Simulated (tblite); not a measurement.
# C4H7Cl2Ga: the cost of one run

Programs: tblite 0.8.0 and PySCF 2.14.0, with density-fitted response routines of our own. Each step states its level of theory. These are calculated values for one molecule in the gas phase, unless marked as measured. Atoms are numbered from 0 throughout.

**1. The molecule as given**

14 atoms, charge 0, multiplicity 1; geometry from: force field or distance geometry start.

Bonds of the start (Å): C0–C1 1.54, C1–Ga2 1.91, Ga2–Cl3 2.45, Ga2–Cl4 2.20, C1–C5 1.50, C5–C6 1.50, C6–C1 1.52, C0–H7 1.11, C0–H8 1.11, C0–H9 1.10, C5–H10 1.10, C5–H11 1.12, C6–H12 1.11, C6–H13 1.12.

**2. Relaxing the molecule with GFN2-xTB**

The job: settings as JSON, then the geometry in Å.

```
{"job": {"kind": "relax", "xc": "GFN2-xTB", "basis": "xTB"}, "charge": 0, "multiplicity": 1}
C      0.141300     0.426200     1.300900
C     -0.173400     0.308600    -0.199100
Ga     1.460700     0.652400    -1.123000
Cl     2.668900    -1.246000    -0.144200
Cl     2.962700     2.238100    -0.823100
C     -1.629400     0.086600    -0.473500
C     -0.665500    -1.040600    -0.708800
H      0.507000    -0.575200     1.627300
H     -0.782600     0.722800     1.835500
H      0.979200     1.113700     1.473000
H     -2.022500     0.579100    -1.369200
H     -2.336000    -0.106600     0.376100
H     -0.592100    -1.888500    -0.001000
H     -0.519100    -1.271000    -1.793100
```

Run with:

```console
OMP_NUM_THREADS=1 python probes_run.py task.json out
```

This one command runs all jobs of the session in turn.

**Question.** How long does this first job take on 1 thread of Intel Xeon at 2.50GHz, shared host?

About 3.9 s.
